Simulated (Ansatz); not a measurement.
# C₂H₉AlOSi: one species, many methods

An exercise on one series of results from a longer session: the logs are not shown, and one member is left open.

The runs use Ansatz 0.2.0, Gaussian basis; functionals in def2-TZVPP, the program's frozen cores in correlated methods.

Levels to be run: LDA (SPW92), PBE-D4, revPBE-D4, BLYP-D4, r2SCAN-D4, B97M-V, PBE0-D4, B3LYP-D4, r2SCANh-D4, r2SCAN0-D4, HSE06-D4, BHLYP-D4, CAM-B3LYP-D4, LC-ωPBE, ωB97X-V, ωB97M-V, B2PLYP, PBE-QIDH; CCSD(T)/def2-SVP; CCSD(T)/def2-TZVPP; MP2/def2-QZVPP; extrapolation to the limit; RPA on PBE.

## The relaxed structure

The geometry comes from an earlier relaxation with PBE0-D4 in a triple-zeta def2 set; it is a stationary point, not always the lowest conformer.

14 atoms, charge 0, spin multiplicity 1.

Atoms are counted from 1 here; the program's logs count them from 0.

Bond lengths: C1–C2 1.528 Å, C1–H6 1.094 Å, C1–H7 1.093 Å, C1–H8 1.093 Å, C2–Al3 1.951 Å, C2–H9 1.099 Å, C2–H10 1.099 Å, Al3–O4 1.689 Å, Al3–H11 1.583 Å, O4–Si5 1.621 Å, Si5–H12 1.490 Å, Si5–H13 1.488 Å, Si5–H14 1.488 Å. Angles: C2–C1–H6 112.1°, C2–C1–H7 111.7°, C2–C1–H8 111.7°, H6–C1–H7 107.2°, H6–C1–H8 107.3°, H7–C1–H8 106.6°, C1–C2–Al3 116.2°, C1–C2–H9 110.4°, C1–C2–H10 110.4°, Al3–C2–H9 107.6°, Al3–C2–H10 107.5°, H9–C2–H10 104.1°, C2–Al3–O4 119.3°, C2–Al3–H11 124.0°, O4–Al3–H11 116.6°, Al3–O4–Si5 167.0°, O4–Si5–H12 110.9°, O4–Si5–H13 110.1° and more.

Set-up of the first run:

The input, in.yaml:

```yaml
crystal:
  periodic: [false, false, false]
  atoms:
    - {symbol: C, position_ang: [0.359403, 0.434704, 1.808294]}
    - {symbol: C, position_ang: [0.194289, -1.051312, 1.492247]}
    - {symbol: Al, position_ang: [-0.193641, -1.498432, -0.366677]}
    - {symbol: O, position_ang: [-0.306018, -0.259543, -1.509646]}
    - {symbol: Si, position_ang: [-0.331652, 1.144573, -2.319472]}
    - {symbol: H, position_ang: [0.576912, 0.608631, 2.866305]}
    - {symbol: H, position_ang: [-0.542887, 1.002007, 1.565793]}
    - {symbol: H, position_ang: [1.173126, 0.882507, 1.232134]}
    - {symbol: H, position_ang: [-0.600769, -1.489011, 2.111235]}
    - {symbol: H, position_ang: [1.095998, -1.607141, 1.783876]}
    - {symbol: H, position_ang: [-0.416648, -2.974241, -0.894953]}
    - {symbol: H, position_ang: [0.091007, 2.271747, -1.442156]}
    - {symbol: H, position_ang: [-1.705977, 1.423778, -2.816012]}
    - {symbol: H, position_ang: [0.594060, 1.082532, -3.482269]}
basis:
  gaussian: {orbitals: def2-TZVPP}
hamiltonian: {xc: lda}
output: {orbitals: {seedname: orbitals}}
```

Launch:

```bash
> ansatz run in.yaml --threads 4 --pin off --events-out ev --progress --plain --max-ram 10444MiB
```

Steps of the session up to this table: LDA; PBE-D4 (GGA); revPBE-D4 (GGA); BLYP-D4 (GGA); r2SCAN-D4 (meta-GGA); B97M-V (meta-GGA); B3LYP-D4 (hybrid); r2SCANh-D4 (hybrid); r2SCAN0-D4 (hybrid); HSE06-D4 (hybrid); BHLYP-D4 (hybrid); CAM-B3LYP-D4 (range-separated); LC-ωPBE (range-separated); ωB97X-V (range-separated); ωB97M-V (range-separated); B2PLYP (double hybrid); PBE-QIDH (double hybrid).

One of the session's tables, all rows but one given; the rest of the session is left out.

It belongs to the step «Frontier levels by functional». 

| functional | HOMO (eV) | gap (eV) |
| --- | --- | --- |
| LDA (SPW92) | -6.36 | 4.66 |
| PBE-D4 | ? | ? |
| revPBE-D4 | -6.24 | 4.89 |
| BLYP-D4 | -6.18 | 4.82 |
| r2SCAN-D4 | -6.54 | 5.45 |
| B97M-V | -6.68 | 5.31 |
| PBE0-D4 | -7.54 | 6.86 |
| B3LYP-D4 | -7.35 | 6.44 |
| r2SCANh-D4 | -7.01 | 6.17 |
| r2SCAN0-D4 | -7.71 | 7.25 |
| HSE06-D4 | -7.14 | 6.09 |
| BHLYP-D4 | -8.73 | 8.80 |
| CAM-B3LYP-D4 | -8.91 | 9.12 |
| LC-ωPBE | -10.25 | 11.58 |
| ωB97X-V | -9.91 | 11.09 |
| ωB97M-V | -9.75 | 10.60 |

Q: Estimate the row for PBE-D4 from the others.

As computed: HOMO (eV): -6.28; gap (eV): 4.81. In the column «HOMO (eV)» it lies between LDA (SPW92) (-6.36) and revPBE-D4 (-6.24).
